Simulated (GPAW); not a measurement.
Crystal: WS2.

```
W S
1.0
     3.15320    0.00000    0.00000
    -1.57660    2.73075    0.00000
     0.00000    0.00000   12.32300
W S
2 4
Direct
  0.33333 0.66667 0.25000
  0.66667 0.33333 0.75000
  0.33333 0.66667 0.62250
  0.66667 0.33333 0.12250
  0.33333 0.66667 0.87750
  0.66667 0.33333 0.37750
```

Base run:

| Quantity | Value |
| --- | --- |
| Program | GPAW 26.7.0 |
| Functional | GLLB-SC |
| Potentials or basis | the program's PAW data sets (release 1.2.1) made for this functional |
| Cutoff | 600 eV |
| Basis | pw |
| k mesh | 6 × 6 × 2 |
| Occupations | fermi-dirac, width 0.05 eV |
| Spin | no spin polarisation |

Its results: band gap on the k mesh, kohn-sham part alone 1.11 eV, indirect (least direct gap 1.83 eV).

Task: The run is repeated on the same cell with these changes: k mesh from 6 × 6 × 2 to 9 × 9 × 2. What comes out?

Result: Band gap on the k mesh, kohn-sham part alone 1.21 eV, indirect (least direct gap 1.83 eV).

Caveats: a model potential gives levels but no total energy; spin-orbit coupling is left out, which moves the levels of the heavy elements; an odd mesh through Γ misses points on the zone boundary, where band edges often lie (some runs).

Not every run made on this cell is shown here.
